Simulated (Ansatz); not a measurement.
# Ir: the cost of one run

Computed with Ansatz 0.2.0 through its Python package. The levels of theory stand in the script.

This is Ir in the hcp structure; at room conditions it is fcc.

## Step 1: The structure

The structure is hexagonal, space group P6_3/mmc (No. 194). Conventional cell: a = 2.751 Å, b = 2.751 Å, c = 4.462 Å, α = 90.00°, β = 90.00°, γ = 120.00°. Ir (site symmetry -6m2) is surrounded by 12 Ir at 2.74 to 2.75 Å.

No structure file is read: the coordinates are typed or built in the script.

## Step 2: The code

The input, paw_lapw_ir.py:

```python
"""PAW against all-electron LAPW for Ir."""

import ansatz as az
import numpy as np

KMESH = (14, 14, 8)
OCCUPATIONS = "Fermi-Dirac"
WIDTH_EV = 0.1


def count_gap(report):
    # lowest empty less highest filled band, counting bands; zero where they overlap
    return max(report.get("gap_by_band_count_ev") or 0.0, 0.0)


def main() -> None:
    lattice = az.Lattice.of(
        (2.751378, 0.0, 0.0),
        (-1.375689, 2.382763, 0.0),
        (0.0, 0.0, 4.46229),
    )
    sites = [
        ("Ir", (2 / 3, 1 / 3, 0.75)),
        ("Ir", (1 / 3, 2 / 3, 0.25)),
    ]
    xtal = az.Crystal(lattice=lattice)
    for symbol, position in sites:
        xtal = xtal.atom(symbol, position)

    job = (
        xtal.calculation()
        .kpoints(*KMESH)
        .functional(az.Functional.PBESOL)
        .occupations(OCCUPATIONS, width=WIDTH_EV)
        .stress()
        .forces()
        .band_table()
    )
    variants = {
        "PAW": job.pseudopotentials("paw"),
        "LAPW": job.pseudopotentials("all_electron", lapw=True),
    }
    # totals differ by the cores that each treatment holds, so compare what does not depend on them
    rows = []
    for label, variant in variants.items():
        data = variant.run(threads=1, backend="cpu").report
        levels = np.array(data["eigenvalues_ev"][0]) - data["fermi_energy_ev"]
        print(label, "levels at the first k-point near E_F:", np.round(levels[np.abs(levels) < 5], 3))
        rows.append((label, data["n_electrons"], np.trace(data["stress_gpa"]) / 3, count_gap(data)))
    print("     treatment  electrons in bands           P GPa  gap by band count eV")
    for row in rows:
        print(f"{str(row[0]):>14s}  {row[1]:18.1f}  {row[2]:14.3f}  {row[3]:20.3f}")


if __name__ == "__main__":
    main()
```

## Step 3: What the engine is handed

The package turns the script's settings into the engine's input (first run):

```yaml
crystal:
  lattice:
    - [2.751378, 0.0, 0.0]
    - [-1.375689, 2.382763, 0.0]
    - [0.0, 0.0, 4.46229]
  atoms:
    - { symbol: Ir, position: [0.6666666666666666, 0.3333333333333333, 0.75] }
    - { symbol: Ir, position: [0.3333333333333333, 0.6666666666666666, 0.25] }
kpoints:
  mp_grid:
    grid: [14, 14, 8]
hamiltonian:
  xc: pbesol
  pseudopotentials:
    kind: paw
scf:
  occupations:
    method: fermi_dirac
    width: 0.1
output:
  forces: true
  stress: true
  eigenvalues: true
```

## Step 4: Running it

Command:

```sh
$ python paw_lapw_ir.py
```

Q: Estimate wall time and peak memory on 1 thread of Arm Neoverse V1, shared host.

About 66 s, with a peak of 0.84 GiB.
